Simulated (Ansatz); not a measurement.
# C₃H₈AlF₂N: how energies converge with the basis set

How large a basis does C₃H₈AlF₂N need? Two functionals are run in growing sets.

Computed with Ansatz 0.2.0, Gaussian basis. Level: one geometry, several basis sets.

The runs, in order: PBE0-D4/def2-SVP; ωB97M-V/def2-SVP; PBE0-D4/def2-QZVPP; ωB97M-V/def2-QZVPP; the functionals' def2-TZVPP values are taken from earlier runs.

## 1. The relaxed structure

The geometry comes from an earlier relaxation with PBE0-D4 in a triple-zeta def2 set; it is a stationary point, not always the lowest conformer.

SMILES `CC(C)[NH][Al]([F])[F]`, 15 atoms, charge 0, spin multiplicity 1.

Atoms are counted from 1 here; the program's logs count them from 0.

Bond lengths: C1–C2 1.522 Å, C1–H8 1.095 Å, C1–H9 1.093 Å, C1–H10 1.092 Å, C2–C3 1.522 Å, C2–N4 1.457 Å, C2–H11 1.096 Å, C3–H12 1.093 Å, C3–H13 1.092 Å, C3–H14 1.095 Å, N4–Al5 1.747 Å, N4–H15 1.011 Å, Al5–F6 1.642 Å, Al5–F7 1.641 Å. Angles: C2–C1–H8 110.4°, C2–C1–H9 111.2°, C2–C1–H10 110.9°, H8–C1–H9 107.8°, H8–C1–H10 108.0°, H9–C1–H10 108.5°, C1–C2–C3 111.2°, C1–C2–N4 111.2°, C1–C2–H11 108.1°, C3–C2–N4 111.2°, C3–C2–H11 108.1°, N4–C2–H11 107.0°, C2–C3–H12 111.2°, C2–C3–H13 110.9°, C2–C3–H14 110.4°, H12–C3–H13 108.5°, H12–C3–H14 107.8°, H13–C3–H14 108.0° and more.

Coordinates:

```
C    -0.5879   -0.3510    1.5613
C     0.2631   -0.0985    0.3256
C     1.0516   -1.3403   -0.0634
N    -0.5506    0.3775   -0.7859
Al   -0.4524    1.9120   -1.6143
F     0.6634    3.0275   -1.1602
F    -1.4635    2.2720   -2.8558
H    -1.3270   -1.1338    1.3616
H     0.0255   -0.6786    2.4044
H    -1.1251    0.5529    1.8545
H     0.9782    0.6979    0.5622
H     1.6856   -1.6805    0.7591
H     1.6851   -1.1428   -0.9302
H     0.3712   -2.1585   -0.3213
H    -1.2391   -0.3064   -1.0685
```

## 2. PBE0-D4 in def2-SVP

in.yaml reads:

```yaml
crystal:
  periodic: [false, false, false]
  atoms:
    - {symbol: C, position_ang: [-0.587930, -0.351036, 1.561321]}
    - {symbol: C, position_ang: [0.263125, -0.098523, 0.325558]}
    - {symbol: C, position_ang: [1.051586, -1.340334, -0.063431]}
    - {symbol: N, position_ang: [-0.550568, 0.377451, -0.785895]}
    - {symbol: Al, position_ang: [-0.452380, 1.912016, -1.614294]}
    - {symbol: F, position_ang: [0.663399, 3.027513, -1.160194]}
    - {symbol: F, position_ang: [-1.463489, 2.272013, -2.855759]}
    - {symbol: H, position_ang: [-1.326970, -1.133806, 1.361637]}
    - {symbol: H, position_ang: [0.025473, -0.678627, 2.404390]}
    - {symbol: H, position_ang: [-1.125114, 0.552929, 1.854522]}
    - {symbol: H, position_ang: [0.978207, 0.697901, 0.562248]}
    - {symbol: H, position_ang: [1.685614, -1.680545, 0.759115]}
    - {symbol: H, position_ang: [1.685113, -1.142768, -0.930203]}
    - {symbol: H, position_ang: [0.371213, -2.158495, -0.321341]}
    - {symbol: H, position_ang: [-1.239078, -0.306389, -1.068475]}
basis:
  gaussian: {orbitals: def2-SVP}
hamiltonian: {xc: pbe0, dispersion: d4}
output: {orbitals: {seedname: orbitals}}
```

Run with:

```
> ansatz run in.yaml --threads 4 --pin off --events-out ev --progress --plain --max-ram 11315MiB
```

The runs that follow: ωB97M-V in def2-SVP; PBE0-D4 in def2-QZVPP; ωB97M-V in def2-QZVPP.

**Question.** What will the summary of the whole plan be? Wanted: PBE0-D4: double and triple zeta above quadruple; ωB97M-V: double and triple zeta above quadruple.

The runs gave:

| quantity | value |
| --- | --- |
| PBE0-D4: double and triple zeta above quadruple | 15.39, 0.82 eV |
| ωB97M-V: double and triple zeta above quadruple | 15.74, 0.78 eV |

In words: For PBE0-D4 the step from double to triple zeta gains 14.57 eV and the next only 0.82 eV. These are total energies; as a rule much of such shifts cancels in differences, which this series doesn't test. The LUMO of ωB97M-V is positive and keeps falling with the basis (1.24 to 0.55 eV): an unbound level that the basis holds in place.
